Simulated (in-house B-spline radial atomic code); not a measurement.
**Pr⁵⁺: excited configurations**

Aim: the energies of several excited configurations of Pr⁵⁺ above a reference configuration, each from its own self-consistent run.

The numbers are computed with in-house B-spline radial atomic code version 1 (scalar-relativistic (spin-free one-electron X2C) r2SCAN0, spin-polarised, spherical density, exact exchange averaged over the configuration, Fermi nucleus, basis-set limit), except any that are marked as measured or tabulated.

## Step 1: Starting point

- element: praseodymium (Z = 59)
- charge: +5
- electrons: 54
- configuration: [Kr] 4d10 5s2 5p6
- Hamiltonian: scalar-relativistic (X2C)
- nucleus: Fermi, rms radius 4.892 fm

Outer shells as boxes (Hund's rule):

[Kr] 4d10 5s2 5p6
```
[Kr] core
4d [↑↓][↑↓][↑↓][↑↓][↑↓]
5s [↑↓]
5p [↑↓][↑↓][↑↓]
```

Where spins are not typed, each open shell is filled with up spins first.

## Step 2: Reference run

Settings of the run:

```ini
Z = 59
electrons = 54.0
configuration = [Kr] 4d10 5s2 5p6
hamiltonian = x2c
method = r2scan0
spin_polarised = True
nucleus = fermi
rms_radius = 4.8919
mass_number = 141
atomic_mass = 140.907659604
speed_of_light = 137.035999084
exact_exchange = averaged over the configuration
```

Command:

```console
python run_scf.py task.json out
```

task.json lists these runs, among others, and the program works through them in turn.

## Step 3: [Kr] 4d10 4f1 5s2 5p5

Changes to the settings of step 2:

```diff
@@ -2,3 +2,3 @@
 electrons = 54.0
-configuration = [Kr] 4d10 5s2 5p6
+configuration = [Kr] 4d10 4f1 5s2 5p5
 hamiltonian = x2c
```

## Step 4: [Kr] 4d9 4f1 5s2 5p6

Changes to the settings of step 3:

```diff
@@ -2,3 +2,3 @@
 electrons = 54.0
-configuration = [Kr] 4d10 4f1 5s2 5p5
+configuration = [Kr] 4d9 4f1 5s2 5p6
 hamiltonian = x2c
```

## Step 5: [Ar] 3d9 4s2 4p6 4d10 5s2 5p6 5d1

Changes to the settings of step 4:

```diff
@@ -2,3 +2,3 @@
 electrons = 54.0
-configuration = [Kr] 4d9 4f1 5s2 5p6
+configuration = [Ar] 3d9 4s2 4p6 4d10 5s2 5p6 5d1
 hamiltonian = x2c
```

## Step 6: [Ar] 3d9 4s2 4p6 4d10 5s2 5p6 6f1

Changes to the settings of step 5:

```diff
@@ -2,3 +2,3 @@
 electrons = 54.0
-configuration = [Ar] 3d9 4s2 4p6 4d10 5s2 5p6 5d1
+configuration = [Ar] 3d9 4s2 4p6 4d10 5s2 5p6 6f1
 hamiltonian = x2c
```

## Step 7: Configuration [Ar] 3d10 4s2 4p5 4d10 5s2 5p6 5d1

Changes to the settings of step 6:

```diff
@@ -2,3 +2,3 @@
 electrons = 54.0
-configuration = [Ar] 3d9 4s2 4p6 4d10 5s2 5p6 6f1
+configuration = [Ar] 3d10 4s2 4p5 4d10 5s2 5p6 5d1
 hamiltonian = x2c
```

## Step 8: [Kr] 4d9 5s2 5p6 6d1

Changes to the settings of step 7:

```diff
@@ -2,3 +2,3 @@
 electrons = 54.0
-configuration = [Ar] 3d10 4s2 4p5 4d10 5s2 5p6 5d1
+configuration = [Kr] 4d9 5s2 5p6 6d1
 hamiltonian = x2c
```

How far above the reference does each configuration lie (order and size, in eV)?

The runs gave:

| net move | configuration | 2|M_S|+1 | energy above the reference (eV) | largest <r> (bohr) |
| --- | --- | --- | --- | --- |
| 5p → 4f | [Kr] 4d10 4f1 5s2 5p5 | 3 | 9.644 | 1.58 |
| 4d → 4f | [Kr] 4d9 4f1 5s2 5p6 | 3 | 115.28 | 1.55 |
| 4d → 6d | [Kr] 4d9 5s2 5p6 6d1 | 3 | 168.02 | 3.81 |
| 4p → 5d | [Ar] 3d10 4s2 4p5 4d10 5s2 5p6 5d1 | 3 | 252.31 | 1.85 |
| 3d → 5d | [Ar] 3d9 4s2 4p6 4d10 5s2 5p6 5d1 | 3 | 968.71 | 1.84 |
| 3d → 6f | [Ar] 3d9 4s2 4p6 4d10 5s2 5p6 6f1 | 3 | 1006.30 | 5.10 |

**Reading.** The lowest of them is 5p → 4f at 9.644 eV and the highest 3d → 6f at 1006.30 eV. 4 of them lie more than 60 % above minus the reference's highest level (79.152 eV), in the range where a state can decay by emitting an electron. The reference has 2|M_S|+1 = 1; 6 of the configurations differ from it in spin. These are spherical averages at the typed spins, not spectroscopic levels.
